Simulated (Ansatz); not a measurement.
# ZrH4+ (doublet): from Hartree-Fock to the top rungs, def2-SVP

The task here is to estimate one member of a computed series from the others.

Program: Ansatz 0.2.0, Gaussian basis. Level of theory: def2-SVP, core rule «outside noble gas», up to 4 orbitals frozen. These are calculated values, not measurements.

To be run: UHF; CCSD(T) on ROHF; CCSD(T) on UHF; CISD as a restricted active space (open shells left free, so some higher excitations enter); CCSDT(Q) on ROHF; CCSDT(Q) on UHF.

38 further runs of the same task are left out: 18 for a known fault of the program, 6 that didn't finish, 14 set aside as unsound or not needed. Runs told in other sessions of the task aren't counted.

### What is computed

The geometry is a PBE0/def2-TZVP stationary point (not a proven minimum) of the parent state, kept for this charge and spin. No spin-orbit coupling is included. Elements past krypton take def2 core potentials.

5 atoms, charge 1, spin multiplicity 2.

Atoms are counted from 1 here; the program's logs count them from 0.

Bond lengths: Zr1–H2 1.937 Å, Zr1–H3 1.937 Å, Zr1–H4 1.937 Å, Zr1–H5 1.937 Å. Angles: H2–Zr1–H3 129.6°, H2–Zr1–H4 27.6°, H2–Zr1–H5 138.7°, H3–Zr1–H4 138.7°, H3–Zr1–H5 27.6°, H4–Zr1–H5 129.6°.

The first run:

File in.yaml:

```yaml
crystal:
  periodic: [false, false, false]
  atoms:
    - {symbol: Zr, position_ang: [0.000000, 0.028898, 0.000000]}
    - {symbol: H, position_ang: [0.462564, -0.653853, -1.752161]}
    - {symbol: H, position_ang: [0.462564, -0.653853, 1.752161]}
    - {symbol: H, position_ang: [-0.462564, -0.653853, -1.752161]}
    - {symbol: H, position_ang: [-0.462564, -0.653853, 1.752161]}
basis:
  gaussian: {orbitals: def2-SVP}
total_charge: 1
magnetization: {spin_polarized: true, initial_magnetization: 1}
hamiltonian: {xc: hf}
output: {orbitals: {seedname: orbitals}}
```

Run with:

```
$ ansatz run in.yaml --threads 1 --pin off --events-out ev --progress --plain --max-ram 2393MiB
```

Steps of the session up to this table: UHF; CCSD(T) on ROHF; CCSD(T) on UHF; CISD as a restricted active space (open shells left free, so some higher excitations enter); CCSDT(Q) on ROHF; CCSDT(Q) on UHF.

One of the session's tables, all rows but one given; the rest of the session is left out.

```
   method  from RCCSDT(Q) (meV)
     ROHF               +3600.7
      UHF               +3442.7
     RMP2                +851.2
     UMP2                +886.4
    RCCSD                +127.4
    UCCSD                +106.7
 RCCSD(T)                 +37.9
 UCCSD(T)                 +24.4
   RCCSDT                     ?
   UCCSDT                 -14.9
RCCSDT(Q)                     0
UCCSDT(Q)                 -20.3
```

**Question.** Estimate the row for RCCSDT.

The run gave: from RCCSDT(Q) (meV): +4.9. In the column «from RCCSDT(Q) (meV)» it lies between RCCSDT(Q) (0) and UCCSD(T) (+24.4).

Not comparable, so not listed: CISD as a restricted active space (open shells left free, so some higher excitations enter) (they don't share determinant, frozen orbitals or solution with the rows shown, or repeat one).

Caveats from the session: The determinant of HF (⟨S²⟩ 1.28) is far from a pure spin state, so its energy mixes those of several spin states; that is harmless only where they are near-degenerate. The determinant of CCSD(T) (⟨S²⟩ 1.28) is far from a pure spin state, so its energy mixes those of several spin states; high orders of coupled cluster remove much of that, low ones don't. The determinant of CCSDT(Q) (⟨S²⟩ 1.28) is far from a pure spin state, so its energy mixes those of several spin states; high orders of coupled cluster remove much of that, low ones don't. Restricted and unrestricted rows rest on different reference determinants; a gap between their highest levels can come from leftover correlation error, from unlike frozen cores or from another state.
